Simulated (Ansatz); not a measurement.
**Lu2Bi2Te: from the start to rest**

Wanted: the geometry at rest of Lu2Bi2Te (a known structure type filled with other elements, at an estimated volume), relaxing cell and atoms at 5 GPa, and its electronic structure there.

Program: Ansatz 0.2.0. Level of theory: DFT, r2SCAN, no spin polarisation, plane waves, PAW. These are calculated values, not measurements.

## (1) The system as given

It takes space group R-3m (No. 166, trigonal). Conventional cell: a = 4.225 Å, b = 4.225 Å, c = 29.427 Å, α = 90.00°, β = 90.00°, γ = 120.00°. Bi (site symmetry 3m) is surrounded by 3 Lu at 2.96 Å and 3 Te at 3.09 Å. Around Lu (site symmetry 3m) lie 3 Bi at 2.96 Å. Around Te (site symmetry -3m) lie 6 Bi at 3.09 Å.

Its coordinates follow in the input file.

It starts from an earlier solution of the starting cell (checkpoint.read).

## (2) The relaxation

The input, input.yaml:

```yaml
crystal:
  lattice:
    - [4.224678, 0.0, 0.0]
    - [-2.112339, 3.658685, 0.0]
    - [-2.112339, 1.219562, 9.809101]
  atoms:
    - { symbol: Bi, position: [0.39806, 0.60194, 0.19418] }
    - { symbol: Bi, position: [0.60194, 0.39806, 0.80582] }
    - { symbol: Lu, position: [0.2116, 0.7884, 0.6348] }
    - { symbol: Lu, position: [0.7884, 0.2116, 0.3652] }
    - { symbol: Te, position: [0.0, 0.0, 0.0] }
  symmetry: { tolerance: 0.0003 }
kpoints:
  mp_grid: { grid: [6, 6, 6], shift: [0, 0, 0] }
magnetization:
  spin_polarized: false
scf:
  occupations: { method: fermi_dirac, width: 0.0223 }
  lower_state_search: "off"
hamiltonian:
  pseudopotentials: { kind: paw }
  xc: r2scan
basis:
  ecutwfc: 500
  fft_grid_basis: typed
relax:
  max_steps: 40
  cell: { p_target: 5.0 }
output:
  forces: true
  stress: true
  eigenvalues: true
  bader: true
  populations: true
  elf: true
  write_potential: true
  volumetric_format: npy
  dos:
    e_range: [-12, 8]
    de: 0.05
    projected: { site_lists: { Bi: [Bi], Lu: [Lu], Te: [Te] } }
checkpoint:
  read: saved_state
```

Run with:

```console
ansatz run input.yaml --threads 2 --pin off --max-ram 2560MiB --backend cpu --events-out ev --progress --plain --runs-dir out
```

Q: Predict the outcome of this session. Wanted: moves; largest move; cell; volume; pressure at the end; character; Bader charges; density maxima off the nuclei.

The runs gave:

```
                                                 quantity                                                                        value
                                                    moves                                                                           15
                                             largest move                                                                  0.46 Å (Lu)
                     space group (0.01 Å), before / after                                                                  R-3m / R-3m
                                                     cell  a = 3.421 Å, b = 3.421 Å, c = 13.530 Å, α = 82.74°, β = 97.26°, γ = 120.00°
                                                   volume                                                      27.13 Å³/atom (-10.5 %)
                                      pressure at the end                                                                     5.01 GPa
                                                character                                                                        metal
density of states, mean within 0.25 eV of the Fermi level                                                          4.7 per eV per cell
                                            Bader charges                                               Bi -0.40, Lu +0.58, Te -0.15 e
                            density maxima off the nuclei                                                                            2
```

The volume shrank by 10.5 %, and the largest move of an atom is 0.46 Å apart from the change of the cell. The shape changed more than that tells: the edges moved by -19, -19, +34 %. The run held to 12 symmetry operations, so a lower structure without them is not ruled out. Bands cross the Fermi level: a metal; within 0.25 eV of the Fermi level the density of states averages 4.7 per eV per cell, mostly Lu d (48 %), Te p (22 %) and Bi p (21 %). By Bader's partition Lu gives up most (+0.58 e) and Bi takes most (-0.40 e).

Keep in mind: the k mesh is coarse for a cell without a gap.
